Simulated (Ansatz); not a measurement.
**CH₂FNSSi: small, medium and large basis sets**

How large a basis does CH₂FNSSi need? Two functionals are run in growing sets.

Computed with Ansatz 0.2.0, Gaussian basis. Level: one geometry, several basis sets.

The runs, in order: PBE0-D4/def2-SVP; ωB97M-V/def2-SVP; PBE0-D4/def2-QZVPP; ωB97M-V/def2-QZVPP; the functionals' def2-TZVPP values are taken from earlier runs.

**1. The geometry**

The geometry comes from an earlier relaxation with PBE0-D4 in a triple-zeta def2 set; it is a stationary point, not always the lowest conformer.

7 atoms, charge 0, spin multiplicity 1.

Atoms are counted from 1 here; the program's logs count them from 0.

Bond lengths: F1–C2 1.316 Å, C2–N3 1.264 Å, C2–S5 1.779 Å, N3–Si4 1.755 Å, Si4–S5 2.172 Å, Si4–H6 1.478 Å, Si4–H7 1.478 Å. Angles: F1–C2–N3 124.1°, F1–C2–S5 117.1°, N3–C2–S5 118.7°, C2–N3–Si4 91.5°, N3–Si4–S5 83.4°, N3–Si4–H6 115.0°, N3–Si4–H7 115.0°, S5–Si4–H6 114.2°, S5–Si4–H7 114.2°, H6–Si4–H7 112.3°, C2–S5–Si4 66.4°.

**2. PBE0-D4 in def2-SVP**

in.yaml reads:

```yaml
crystal:
  periodic: [false, false, false]
  atoms:
    - {symbol: F, position_ang: [1.147843, -1.939251, 1.137064]}
    - {symbol: C, position_ang: [0.551132, -0.929913, 0.538646]}
    - {symbol: N, position_ang: [-0.672253, -0.915863, 0.221445]}
    - {symbol: Si, position_ang: [-0.525179, 0.696602, -0.454879]}
    - {symbol: S, position_ang: [1.547917, 0.494453, 0.161709]}
    - {symbol: H, position_ang: [-1.272101, 1.746831, 0.268206]}
    - {symbol: H, position_ang: [-0.716259, 0.779139, -1.917890]}
basis:
  gaussian: {orbitals: def2-SVP}
hamiltonian: {xc: pbe0, dispersion: d4}
output: {orbitals: {seedname: orbitals}}
```

Further steps of the session: ωB97M-V in def2-SVP; PBE0-D4 in def2-QZVPP; ωB97M-V in def2-QZVPP.

Before running them: what should the planned runs give, taken together? Wanted: PBE0-D4: double and triple zeta above quadruple; ωB97M-V: double and triple zeta above quadruple.

As calculated:

| quantity | value |
| --- | --- |
| PBE0-D4: double and triple zeta above quadruple | 13.82, 0.87 eV |
| ωB97M-V: double and triple zeta above quadruple | 13.88, 0.81 eV |

What this shows: For PBE0-D4 the step from double to triple zeta gains 12.95 eV and the next only 0.87 eV. Total energies overstate the basis error of differences, where much of it tends to cancel. The LUMO of ωB97M-V is positive and keeps falling with the basis (1.50 to 0.81 eV): an unbound level that the basis holds in place.
